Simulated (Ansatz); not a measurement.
**SnPN (element-swapped structure): how the settings move a single-point run**

Program: Ansatz 0.2.0. Level of theory: reference: DFT PBE, plane waves, PAW, scalar-relativistic, no spin polarisation. These are calculated values, not measurements.

## Step 1: The starting structure

Symmetry: P4/nmm, No. 129, tetragonal system. Conventional cell: a = 3.614 Å, b = 3.614 Å, c = 7.651 Å, α = 90.00°, β = 90.00°, γ = 90.00°. Around P (site symmetry 4mm) lie 1 N at 1.88 Å. Sn (site symmetry 4mm) is surrounded by 5 N at 2.45 to 2.56 Å. N (site symmetry 4mm) has 1 P at 1.88 Å and 5 Sn at 2.45 to 2.56 Å as nearest neighbours.

As a file:

```cif
data_structure
_symmetry_space_group_name_H-M 'P4/nmm:1'
_symmetry_Int_Tables_number 129
_cell_length_a 3.6138
_cell_length_b 3.6138
_cell_length_c 7.6507
_cell_angle_alpha 90.000
_cell_angle_beta 90.000
_cell_angle_gamma 90.000
_cell_volume 99.91
loop_
_atom_site_label
_atom_site_type_symbol
_atom_site_symmetry_multiplicity
_atom_site_Wyckoff_symbol
_atom_site_fract_x
_atom_site_fract_y
_atom_site_fract_z
_atom_site_occupancy
P1 P 2 c 0.00000 0.50000 0.08390 1
Sn1 Sn 2 c 0.00000 0.50000 0.65030 1
N1 N 2 c 0.00000 0.50000 0.33000 1
```

## Step 2: The reference run

The input, input.yaml:

```yaml
crystal:
  lattice:
    - [3.613785, 0.0, 0.0]
    - [0.0, 3.613785, 0.0]
    - [0.0, 0.0, 7.650697]
  atoms:
    - { symbol: P, position: [0.0, 0.5, 0.0839] }
    - { symbol: P, position: [0.5, 0.0, 0.9161] }
    - { symbol: Sn, position: [0.0, 0.5, 0.6503] }
    - { symbol: Sn, position: [0.5, 0.0, 0.3497] }
    - { symbol: "N", position: [0.0, 0.5, 0.33] }
    - { symbol: "N", position: [0.5, 0.0, 0.67] }
  symmetry: { tolerance: 0.0003 }
kpoints:
  mp_grid: { grid: [5, 5, 3], shift: [0, 0, 0] }
magnetization:
  spin_polarized: false
scf:
  occupations: { method: gaussian, width: 0.0193 }
hamiltonian:
  pseudopotentials: { kind: paw }
  xc: pbe
basis:
  ecutwfc: 420
output:
  forces: true
  stress: true
  eigenvalues: true
```

Run with:

```
> ansatz run input.yaml --threads 1 --pin off --max-ram 2560MiB --backend cpu --events-out ev --progress --plain --runs-dir out
```

Q: Estimate wall time and peak memory on 1 thread of Arm Neoverse V1, shared host.

About 2.8 s, with a peak of 0.34 GiB.
